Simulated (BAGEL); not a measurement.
# CH4ClGe (SMILES Cl[CH2][GeH2]): a chain of runs

We compute a single-point energy (NEVPT2(5,4)/pcseg-0), then the energy (NEVPT2(5,4)/pcseg-1), then a single-point energy, then a single-point energy (NEVPT2(5,4)/aug-pcseg-1), then a single-point energy of CH4ClGe. 

The results are computed with BAGEL 1.2.2.

1 further run of the same task is left out (set aside as unsound or not needed).

## (1) The structure to begin with

CH4ClGe: 7 atoms, total charge 0, spin state doublet. As SMILES, `Cl[CH2][GeH2]`. The Ge3–H6 distance was set to 2.041 Å, away from the relaxed value.

Bond lengths: Cl1–C2 1.761 Å, C2–Ge3 2.045 Å, C2–H4 1.086 Å, C2–H5 1.088 Å, Ge3–H7 1.557 Å. Angles: Cl1–C2–Ge3 107.7°, Cl1–C2–H4 108.3°, Cl1–C2–H5 108.2°, Ge3–C2–H4 114.5°, Ge3–C2–H5 108.1°, C2–Ge3–H7 102.1°, H4–C2–H5 109.9°. A long bond or contact: Ge3–H6 2.041 Å.

## (2) The energy at NEVPT2(5,4)/pcseg-0 (density fitting with tzvpp-jkfit, property bond stretch) (run 1)

File input.json:

```json
{ "bagel" : [

{
  "title" : "molecule",
  "basis" : "pcseg-0.json",
  "df_basis" : "tzvpp-jkfit",
  "angstrom" : true,
  "geometry" : [
    { "atom" : "Cl", "xyz" : [       0.107761,      -1.701161,      -1.817589 ] },
    { "atom" : "C", "xyz" : [      -0.548819,      -0.388221,      -0.845649 ] },
    { "atom" : "Ge", "xyz" : [       1.015101,       0.788739,      -0.253289 ] },
    { "atom" : "H", "xyz" : [      -1.302899,       0.127479,      -1.432539 ] },
    { "atom" : "H", "xyz" : [      -1.003509,      -0.818831,       0.044531 ] },
    { "atom" : "H", "xyz" : [       0.438440,       1.406130,       1.604330 ] },
    { "atom" : "H", "xyz" : [       2.092421,      -0.269021,       0.128021 ] }
  ]
},

{
  "title" : "hf",
  "charge" : 1
},

{
  "title" : "casscf",
  "nstate" : 1,
  "nact" : 4,
  "nclosed" : 27,
  "nspin" : 1,
  "maxiter" : 200,
  "natocc" : true
},

{
  "title" : "nevpt2",
  "nstate" : 1,
  "nact" : 4,
  "nclosed" : 27,
  "nspin" : 1,
  "maxiter" : 200,
  "natocc" : true,
  "ncore" : 15
}

]}
```

The basis set pcseg-0 is read from a file made from the Basis Set Exchange's data (not shown).

Command:

```sh
BAGEL_NUM_THREADS=1 BAGEL input.json > input.out
```

The log of the run:

```text
* using 1 threads per process

  ===============================================================
  ===============================================================

  *** Geometry ***

  { "atom" : "Cl", "xyz" : [      0.203639,     -3.214728,     -3.434745 ] },
  { "atom" : "C", "xyz" : [     -1.037118,     -0.733631,     -1.598045 ] },
  { "atom" : "Ge", "xyz" : [      1.918263,      1.490501,     -0.478647 ] },
  { "atom" : "H", "xyz" : [     -2.462122,      0.240900,     -2.707106 ] },
  { "atom" : "H", "xyz" : [     -1.896357,     -1.547366,      0.084151 ] },
  { "atom" : "H", "xyz" : [      0.828532,      2.657201,      3.031744 ] },
  { "atom" : "H", "xyz" : [      3.954103,     -0.508376,      0.241925 ] },

  Number of auxiliary basis functions:      541

  Since a DF basis is specified, we compute 2- and 3-index integrals:
    o Being stored without compression. Storage requirement is 0.012 GB

  Number of basis functions:       52
  Number of electrons      :       59

    * METHOD: MOLECULE                             0.64

  *** RHF ***

  === Nuclear Repulsion ===
   227.4666982779

      * DIIS with orbital gradients will be used.

  === RHF iteration (pcseg-0.json) ===
      0      -2571.21207586          0.01087656           0.12
      1      -2571.28334327          0.00297937           0.10
      2      -2571.28814816          0.00096491           0.12
      3      -2571.28888316          0.00033521           0.13
      4      -2571.28899522          0.00012345           0.15
      5      -2571.28901267          0.00003658           0.17
      6      -2571.28901431          0.00001506           0.21
      7      -2571.28901467          0.00000721           0.14
      8      -2571.28901474          0.00000320           0.11
      9      -2571.28901476          0.00000111           0.10
     10      -2571.28901476          0.00000041           0.11
     11      -2571.28901476          0.00000017           0.12
     12      -2571.28901476          0.00000007           0.11
     13      -2571.28901476          0.00000003           0.13
     14      -2571.28901476          0.00000001           0.11
     15      -2571.28901476          0.00000000           0.11
    * SCF iteration converged.

    * Permanent dipole moment:
           (   -0.329252,    -1.892810,    -0.871504) a.u.

    * METHOD: HF                                   2.45

  ---------------------------
      CASSCF calculation
  ---------------------------

    * nstate   :      1
    * nclosed  :     27
    * nact     :      4
    * nvirt    :     21
  === CASSCF iteration (pcseg-0.json) ===

    * Using the second-order algorithm

      0  0     -2571.60544908     1.41e-02      0.05

      1  0     -2571.63590246     1.44e-03      0.59

      2  0     -2571.64935280     1.80e-03      0.55

      3  0     -2571.65260995     5.37e-04      0.58

      4  0     -2571.65283234     2.07e-04      0.46

      5  0     -2571.65346606     1.28e-04      0.44

      6  0     -2571.65376408     4.14e-05      0.52

      7  0     -2571.65376583     1.12e-05      0.61

      8  0     -2571.65376587     3.17e-06      0.66

      9  0     -2571.65376587     8.49e-07      0.56

     10  0     -2571.65376587     2.24e-07      0.56

     11  0     -2571.65376587     5.94e-08      0.52

     12  0     -2571.65376587     1.59e-08      0.48

     13  0     -2571.65376587     4.29e-09      0.42

    * Second-order optimization converged. *

     guess   0:   closed 11..                 open ..1.

  === FCI iteration ===

      0  0     -2571.62670770     2.79e-02      0.00
      1  0     -2571.65310771     3.92e-03      0.00
      2  0     -2571.65369471     1.31e-03      0.00
      3  0     -2571.65376282     2.91e-04      0.00
      4  0     -2571.65376573     5.69e-05      0.00
      5  0     -2571.65376586     1.69e-05      0.00
      6  0     -2571.65376587     4.32e-06      0.00
      7  0     -2571.65376587     1.38e-06      0.00
      8  0     -2571.65376587     5.00e-07      0.00
      9  0     -2571.65376587     1.28e-07      0.00
     10  0     -2571.65376587     1.58e-08      0.00
     11  0     -2571.65376587     1.10e-09      0.00
     12  0 *   -2571.65376587     9.70e-11      0.00

     * ci vector, state   0, <S^2> = 0.7500
       22a.    -0.9800223261
       2.a2    -0.1585653736
       2.2a     0.0935495242
       2a.2    -0.0641992404

    * METHOD: CASSCF                               7.29

    * freezing 15 orbitals

  === DF-NEVPT2 calculation ===

    * 3-index integral transformation done
    * assembly done

      NEVPT2 correlation energy:   -0.1743941352      0.10

          (+0)     -0.1287526985
          (+0)'    -0.0052576764
          (+1)     -0.0041707149
          (+1)'    -0.0000647485
          (+2)     -0.0000722351
          (-1)     -0.0241326195
          (-1)'    -0.0038184612
          (-2)     -0.0081249811

      NEVPT2 total energy:       -2571.8281600067

    * METHOD: NEVPT2                               0.35

  ===============================================================
```

Run time: 11 s. Hardware: 1 thread of AMD EPYC (Zen 3), shared host; peak memory 0.095 GiB.

## (3) The energy at NEVPT2(5,4)/pcseg-1 (density fitting with tzvpp-jkfit, property bond stretch) (run 2)

File calc.json:

```json
{ "bagel": [

{
  "title": "molecule",
  "basis": "pcseg-1.json",
  "df_basis": "tzvpp-jkfit",
  "angstrom": true,
  "geometry": [
    { "atom": "Cl", "xyz": [   -0.025320,   -1.558680,   -1.388890 ] },
    { "atom": "C", "xyz": [   -0.681900,   -0.245740,   -0.416950 ] },
    { "atom": "Ge", "xyz": [    0.882020,    0.931220,    0.175410 ] },
    { "atom": "H", "xyz": [   -1.435980,    0.269960,   -1.003840 ] },
    { "atom": "H", "xyz": [   -1.136590,   -0.676350,    0.473230 ] },
    { "atom": "H", "xyz": [    0.438440,    1.406130,    1.604330 ] },
    { "atom": "H", "xyz": [    1.959340,   -0.126540,    0.556720 ] }
  ]
},
{
  "title": "hf",
  "charge": 1
},
{
  "title": "casscf",
  "nstate": 1,
  "nact": 4,
  "nclosed": 27,
  "charge": 0,
  "nspin": 1,
  "maxiter": 200,
  "natocc": true
},
{
  "title": "nevpt2",
  "nstate": 1,
  "nact": 4,
  "nclosed": 27,
  "charge": 0,
  "nspin": 1,
  "maxiter": 200,
  "natocc": true,
  "ncore": 15
}

]}
```

The basis set pcseg-1 is read from a file made from the Basis Set Exchange's data (not shown).

Command:

```sh
BAGEL_NUM_THREADS=1 BAGEL calc.json > calc.out
```

The log of the run:

```text
* using 1 threads per process

  ===============================================================
  ===============================================================

  *** Geometry ***

  { "atom" : "Cl", "xyz" : [     -0.047848,     -2.945478,     -2.624622 ] },
  { "atom" : "C", "xyz" : [     -1.288604,     -0.464381,     -0.787921 ] },
  { "atom" : "Ge", "xyz" : [      1.666776,      1.759751,      0.331477 ] },
  { "atom" : "H", "xyz" : [     -2.713609,      0.510150,     -1.896983 ] },
  { "atom" : "H", "xyz" : [     -2.147844,     -1.278116,      0.894275 ] },
  { "atom" : "H", "xyz" : [      0.828532,      2.657201,      3.031744 ] },
  { "atom" : "H", "xyz" : [      3.702616,     -0.239126,      1.052048 ] },

  Number of auxiliary basis functions:      541

  Since a DF basis is specified, we compute 2- and 3-index integrals:
    o Being stored without compression. Storage requirement is 0.027 GB

  Number of basis functions:       79
  Number of electrons      :       59

    * METHOD: MOLECULE                             1.02

  *** RHF ***

  === Nuclear Repulsion ===
   230.3181435114

      * DIIS with orbital gradients will be used.

  === RHF iteration (pcseg-1.json) ===
      0      -2574.25026136          0.01090385           0.19
      1      -2574.34662321          0.00409751           0.17
      2      -2574.35709639          0.00130328           0.18
      3      -2574.35863089          0.00049639           0.18
      4      -2574.35885974          0.00018400           0.19
      5      -2574.35892839          0.00007917           0.17
      6      -2574.35894036          0.00002744           0.17
      7      -2574.35894221          0.00001231           0.17
      8      -2574.35894265          0.00000409           0.17
      9      -2574.35894271          0.00000147           0.18
     10      -2574.35894271          0.00000043           0.17
     11      -2574.35894271          0.00000017           0.17
     12      -2574.35894271          0.00000007           0.20
     13      -2574.35894271          0.00000004           0.19
     14      -2574.35894271          0.00000002           0.18
     15      -2574.35894271          0.00000001           0.18
    * SCF iteration converged.

    * Permanent dipole moment:
           (   -0.318950,    -1.825411,    -0.700681) a.u.

    * METHOD: HF                                   3.47

  ---------------------------
      CASSCF calculation
  ---------------------------

    * nstate   :      1
    * nclosed  :     27
    * nact     :      4
    * nvirt    :     48
  === CASSCF iteration (pcseg-1.json) ===

    * Using the second-order algorithm

      0  0     -2574.65803611     1.12e-02      0.07

      1  0     -2574.68720609     4.37e-04      1.35

      2  0     -2574.68969899     4.36e-04      0.96

      3  0     -2574.70206153     6.78e-04      0.85

      4  0     -2574.70311633     8.23e-05      0.97

      5  0     -2574.70347091     9.90e-05      0.92

      6  0     -2574.70364944     3.84e-05      1.00

      7  0     -2574.70366874     1.92e-05      0.98

      8  0     -2574.70367321     8.01e-06      0.90

      9  0     -2574.70367417     3.22e-06      1.00

     10  0     -2574.70367436     1.35e-06      0.97

     11  0     -2574.70367439     6.22e-07      1.17

     12  0     -2574.70367440     3.03e-07      0.90

     13  0     -2574.70367440     1.50e-07      0.97

     14  0     -2574.70367440     7.38e-08      0.94

     15  0     -2574.70367440     3.58e-08      0.98

     16  0     -2574.70367440     1.71e-08      0.97

     17  0     -2574.70367440     8.05e-09      1.34

    * Second-order optimization converged. *

     guess   0:   closed 11..                 open ..1.

  === FCI iteration ===

      0  0     -2574.68675664     2.93e-02      0.00
      1  0     -2574.70355127     2.14e-03      0.00
      2  0     -2574.70366879     4.72e-04      0.00
      3  0     -2574.70367422     7.10e-05      0.00
      4  0     -2574.70367439     1.52e-05      0.00
      5  0     -2574.70367440     3.90e-06      0.00
      6  0     -2574.70367440     6.41e-07      0.00
      7  0     -2574.70367440     8.45e-08      0.00
      8  0     -2574.70367440     1.67e-08      0.00
      9  0     -2574.70367440     2.42e-09      0.00
     10  0     -2574.70367440     1.64e-10      0.00
     11  0 *   -2574.70367440     1.66e-11      0.00

     * ci vector, state   0, <S^2> = 0.7500
       22a.    -0.9929956166
       2.a2    -0.1030142660

    * METHOD: CASSCF                              17.70

    * freezing 15 orbitals

  === DF-NEVPT2 calculation ===

    * 3-index integral transformation done
    * assembly done

      NEVPT2 correlation energy:   -0.3480200086      0.38

          (+0)     -0.2311514772
          (+0)'    -0.0268686877
          (+1)     -0.0046731872
          (+1)'    -0.0001999963
          (+2)     -0.0001599850
          (-1)     -0.0612057482
          (-1)'    -0.0069709755
          (-2)     -0.0167899515

      NEVPT2 total energy:       -2575.0516944104

    * METHOD: NEVPT2                               0.84

  ===============================================================
```

Run time: 24 s. Hardware: 1 thread of AMD EPYC (Zen 3), shared host; peak memory 0.13 GiB.

Runs 3 to 4 aren't shown in full; the table further down has their settings and results.

## (4) The energy at NEVPT2(5,4)/aug-pcseg-1 (density fitting with tzvpp-jkfit, property bond stretch) (run 5)

input.json, as its differences from that of step 2:

```diff
@@ -4,3 +4,3 @@
   "title" : "molecule",
-  "basis" : "pcseg-0.json",
+  "basis" : "aug-pcseg-1.json",
   "df_basis" : "tzvpp-jkfit",
```

The basis set aug-pcseg-1 is read from a file made from the Basis Set Exchange's data (not shown).

Command:

```sh
BAGEL_NUM_THREADS=1 BAGEL input.json > input.out
```

The log of the run:

```text
* using 1 threads per process

  ===============================================================
  ===============================================================

  *** Geometry ***

  { "atom" : "Cl", "xyz" : [      0.203639,     -3.214728,     -3.434745 ] },
  { "atom" : "C", "xyz" : [     -1.037118,     -0.733631,     -1.598045 ] },
  { "atom" : "Ge", "xyz" : [      1.918263,      1.490501,     -0.478647 ] },
  { "atom" : "H", "xyz" : [     -2.462122,      0.240900,     -2.707106 ] },
  { "atom" : "H", "xyz" : [     -1.896357,     -1.547366,      0.084151 ] },
  { "atom" : "H", "xyz" : [      0.828532,      2.657201,      3.031744 ] },
  { "atom" : "H", "xyz" : [      3.954103,     -0.508376,      0.241925 ] },

  Number of auxiliary basis functions:      541

  Since a DF basis is specified, we compute 2- and 3-index integrals:
    o Being stored without compression. Storage requirement is 0.064 GB

  Number of basis functions:      122
  Number of electrons      :       59

    * METHOD: MOLECULE                             1.18

  *** RHF ***

  === Nuclear Repulsion ===
   227.4666982779

      * DIIS with orbital gradients will be used.

  === RHF iteration (aug-pcseg-1.json) ===
      0      -2574.18997881          0.01201738           0.32
      1      -2574.30958781          0.00488571           0.28
      2      -2574.32646018          0.00136626           0.33
      3      -2574.32853238          0.00048479           0.31
      4      -2574.32881516          0.00017186           0.29
      5      -2574.32888075          0.00006574           0.29
      6      -2574.32889193          0.00002290           0.39
      7      -2574.32889336          0.00001011           0.36
      8      -2574.32889368          0.00000391           0.36
      9      -2574.32889373          0.00000182           0.31
     10      -2574.32889375          0.00000063           0.36
     11      -2574.32889375          0.00000030           0.38
     12      -2574.32889375          0.00000012           0.33
     13      -2574.32889375          0.00000005           0.29
     14      -2574.32889375          0.00000002           0.37
     15      -2574.32889375          0.00000001           0.29
    * SCF iteration converged.

    * Permanent dipole moment:
           (   -0.239627,    -1.589783,    -0.653424) a.u.

    * METHOD: HF                                   6.12

  ---------------------------
      CASSCF calculation
  ---------------------------

    * nstate   :      1
    * nclosed  :     27
    * nact     :      4
    * nvirt    :     91
  === CASSCF iteration (aug-pcseg-1.json) ===

    * Using the second-order algorithm

      0  0     -2574.62694439     7.93e-03      0.10

      1  0     -2574.65871850     5.06e-04      2.10

      2  0     -2574.67968519     9.37e-04      1.86

      3  0     -2574.68125865     2.16e-04      1.95

      4  0     -2574.68136875     7.14e-05      1.69

      5  0     -2574.68204602     6.66e-05      1.63

      6  0     -2574.68216015     1.68e-05      1.75

      7  0     -2574.68216074     4.84e-06      2.32

      8  0     -2574.68216077     1.42e-06      2.10

      9  0     -2574.68216077     4.12e-07      1.97

     10  0     -2574.68216077     1.22e-07      1.93

     11  0     -2574.68216077     3.69e-08      2.04

     12  0     -2574.68216077     1.14e-08      1.98

     13  0     -2574.68216077     3.56e-09      1.63

    * Second-order optimization converged. *

     guess   0:   closed 11..                 open ..1.

  === FCI iteration ===

      0  0     -2574.65528390     2.83e-02      0.00
      1  0     -2574.68149945     3.97e-03      0.00
      2  0     -2574.68210018     1.26e-03      0.00
      3  0     -2574.68215812     2.78e-04      0.00
      4  0     -2574.68216063     5.10e-05      0.00
      5  0     -2574.68216075     1.80e-05      0.00
      6  0     -2574.68216077     6.07e-06      0.00
      7  0     -2574.68216077     2.34e-06      0.00
      8  0     -2574.68216077     6.44e-07      0.00
      9  0     -2574.68216077     9.42e-08      0.00
     10  0     -2574.68216077     9.39e-09      0.00
     11  0     -2574.68216077     7.34e-10      0.00
     12  0 *   -2574.68216077     9.50e-11      0.00

     * ci vector, state   0, <S^2> = 0.7500
       22a.     0.9810016310
       2.a2     0.1573015794
       2.2a    -0.0876883614
       2a.2    -0.0557218271

    * METHOD: CASSCF                              25.73

    * freezing 15 orbitals

  === DF-NEVPT2 calculation ===

    * 3-index integral transformation done
    * assembly done

      NEVPT2 correlation energy:   -0.3680235464      1.17

          (+0)     -0.2756459103
          (+0)'    -0.0083060265
          (+1)     -0.0047792325
          (+1)'    -0.0000586756
          (+2)     -0.0000660897
          (-1)     -0.0531370070
          (-1)'    -0.0073419829
          (-2)     -0.0186886219

      NEVPT2 total energy:       -2575.0501843203

    * METHOD: NEVPT2                               1.85

  ===============================================================
```

It took 36 s on 1 thread of AMD EPYC (Zen 3), shared host; peak memory 0.21 GiB.

## (5) Overview of the runs

```
run                                                                              level     partner   energy (Eh)  wall time
  1      NEVPT2(5,4)/pcseg-0 (density fitting with tzvpp-jkfit, property bond stretch)  bond moved  -2571.828160       11 s
  2      NEVPT2(5,4)/pcseg-1 (density fitting with tzvpp-jkfit, property bond stretch)        base  -2575.051694       24 s
  3      NEVPT2(5,4)/pcseg-1 (density fitting with tzvpp-jkfit, property bond stretch)  bond moved  -2575.020739       20 s
  4  NEVPT2(5,4)/aug-pcseg-1 (density fitting with tzvpp-jkfit, property bond stretch)        base  -2575.080662       45 s
  5  NEVPT2(5,4)/aug-pcseg-1 (density fitting with tzvpp-jkfit, property bond stretch)  bond moved  -2575.050184       36 s
```

## (6) Summary of results

| quantity | value |
| --- | --- |
| run 5, NEVPT2(5,4)/aug-pcseg-1: total energy | -2575.05018 Eh |
| energy change with the Ge3–H6 bond stretched from 1.570 to 2.041 Å, NEVPT2(5,4)/pcseg-1 | 0.842 eV |
| energy change with the Ge3–H6 bond stretched from 1.570 to 2.041 Å, NEVPT2(5,4)/aug-pcseg-1 | 0.829 eV |

In words: At NEVPT2(5,4)/pcseg-1: with the Ge3–H6 bond stretched from 1.570 to 2.041 Å the energy rises by 0.84 eV (81.3 kJ/mol). The first shape isn't relaxed at this level, so the change isn't measured from a minimum. At NEVPT2(5,4)/aug-pcseg-1: with the Ge3–H6 bond stretched from 1.570 to 2.041 Å the energy rises by 0.83 eV (80.0 kJ/mol). All runs together took 2.3 min, the longest 45 s.
